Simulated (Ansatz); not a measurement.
# C: the cost of one run

Computed with Ansatz 0.2.0 (DFT LDA, scalar-relativistic, unless a step's input says otherwise).

### 1 The starting structure

The structure is cubic, space group Fd-3m (No. 227). Conventional cell: a = 3.567 Å, b = 3.567 Å, c = 3.567 Å, α = 90.00°, β = 90.00°, γ = 90.00°. C (site symmetry -43m) has 4 C at 1.54 Å as nearest neighbours.

As a file:

```
C
1.0
     0.00000    1.78340    1.78340
     1.78340    0.00000    1.78340
     1.78340    1.78340    0.00000
C
2
Direct
  0.50000 0.50000 0.50000
  0.75000 0.75000 0.75000
```

Atoms are numbered in the order of the input: C1, C2.

### 2 After the deformation

Space group Fd-3m before, R-3m after.

### 3 Full-potential LAPW

input.yaml reads:

```yaml
crystal:
  lattice:
    - [-0.017834, 1.774483, 1.774483]
    - [1.774483, -0.017834, 1.774483]
    - [1.774483, 1.774483, -0.017834]
  atoms:
    - { symbol: C, position: [0.5, 0.5, 0.5] }
    - { symbol: C, position: [0.75, 0.75, 0.75] }
kpoints:
  mp_grid: { grid: [20, 20, 20] }
  band_path:
    path:
      - [0.0, 0.0, 0.0]
      - [0.5, 0.5, 0.5]
      - [0.2525443832, 0.5, 0.7474556168]
      - [-0.2525443832, 0.2525443832, 0.5]
      - [0.0, 0.0, 0.5]
      - [0.0, 0.0, 0.0]
      - [-0.3762721916, 0.0, 0.3762721916]
      - [0.0, 0.3762721916, 0.6237278084]
      - [0.0, 0.5, 0.5]
    npoints: 5
scf:
  occupations: { method: fermi_dirac, width: 0.08 }
hamiltonian:
  xc: lda
  pseudopotentials: { kind: all_electron, lapw: { basis_error: 0.0005 } }
output:
  forces: true
  stress: true
  eigenvalues: true
```

Run with:

```sh
> ansatz run input.yaml --threads 1 --pin off --max-ram 3072MiB --backend cpu --events-out ev --progress --plain --runs-dir out
```

**Question.** How long does this run take on 1 thread of Arm Neoverse V2, shared host, and how much memory does it need?

About 40 s, with a peak of 0.77 GiB.
